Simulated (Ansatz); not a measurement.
# P: stress in a strained cell

P is deformed so: equal xx and yy strain of -2 %. What stress and forces result, by LAPW, PAW and all-electron datasets made for the crystal?

Method: DFT PBEsol, scalar-relativistic, in Ansatz 0.2.0.

**1. Starting point**

Symmetry: P4/mmm, No. 123, tetragonal system. Conventional cell: a = 4.273 Å, b = 4.273 Å, c = 4.378 Å, α = 90.00°, β = 90.00°, γ = 90.00°. P (site symmetry 4/mmm) is surrounded by 6 P at 4.27 to 4.38 Å.

Coordinates:

```
CELL_PARAMETERS angstrom
4.27290 0.00000 0.00000
0.00000 4.27290 0.00000
0.00000 0.00000 4.37800
ATOMIC_POSITIONS crystal
P 0.00000 0.00000 0.00000
```

**2. After the deformation**

Space group P4/mmm before, P4/mmm after.

**3. All-electron LAPW**

Contents of input.yaml:

```yaml
crystal:
  lattice:
    - [4.1874467602, 0.0, 0.0]
    - [0.0, 4.1874467602, 0.0]
    - [0.0, 0.0, 4.378]
  atoms:
    - { symbol: P, position: [0.0, 0.0, 0.0] }
kpoints:
  mp_grid: { grid: [10, 10, 9] }
  band_path:
    path:
      - [0.0, 0.0, 0.0]
      - [0.0, 0.5, 0.0]
      - [0.5, 0.5, 0.0]
      - [0.0, 0.0, 0.0]
      - [0.0, 0.0, 0.5]
      - [0.0, 0.5, 0.5]
      - [0.5, 0.5, 0.5]
      - [0.0, 0.0, 0.5]
      - [0.0, 0.5, 0.0]
    npoints: 5
scf:
  occupations: { method: fermi_dirac, width: 0.08 }
hamiltonian:
  xc: pbesol
  pseudopotentials: { kind: all_electron, lapw: { basis_error: 0.00025 } }
output:
  forces: true
  stress: true
  eigenvalues: true
```

On the command line:

```bash
$ ansatz run input.yaml --threads 1 --pin off --max-ram 3072MiB --backend cpu --events-out ev --progress --plain --runs-dir out
```

**4. Frozen-core PAW**

Contents of input.yaml:

```yaml
crystal:
  lattice:
    - [4.1874467602, 0.0, 0.0]
    - [0.0, 4.1874467602, 0.0]
    - [0.0, 0.0, 4.378]
  atoms:
    - { symbol: P, position: [0.0, 0.0, 0.0] }
kpoints:
  mp_grid: { grid: [10, 10, 9] }
scf:
  occupations: { method: fermi_dirac, width: 0.08 }
hamiltonian:
  xc: pbesol
  pseudopotentials: { kind: paw }
output:
  forces: true
  stress: true
  eigenvalues: true
  efg: { contact_densities: true }
  write_density: true
  write_potential: true
  elf: true
  volumetric_format: npy
```

**5. Datasets made for this crystal**

Edit input.yaml of step 4 so:

```diff
@@ -13,3 +13,3 @@
   xc: pbesol
-  pseudopotentials: { kind: paw }
+  pseudopotentials: { kind: all_electron, datasets: crystal }
 output:
@@ -19,5 +19 @@
   efg: { contact_densities: true }
-  write_density: true
-  write_potential: true
-  elf: true
-  volumetric_format: npy
```

(Steps that only read results are left out.)

**Question.** What will these runs give? Wanted: pressure; largest shear or deviatoric stress.

The runs gave:

| quantity | value |
| --- | --- |
| pressure | LAPW -4.15, PAW -4.15, crystal datasets -4.15 GPa |
| largest shear or deviatoric stress (LAPW) | 0.59 GPa |

**Reading.** The largest part of the stress beyond the pressure is 0.59 GPa in size, in the zz component. No run of the undeformed cell stands beside it, so the pressure holds what the given cell had before the change. PAW: stress within 0.01 GPa of LAPW. Crystal datasets: stress within 0.01 GPa of LAPW.
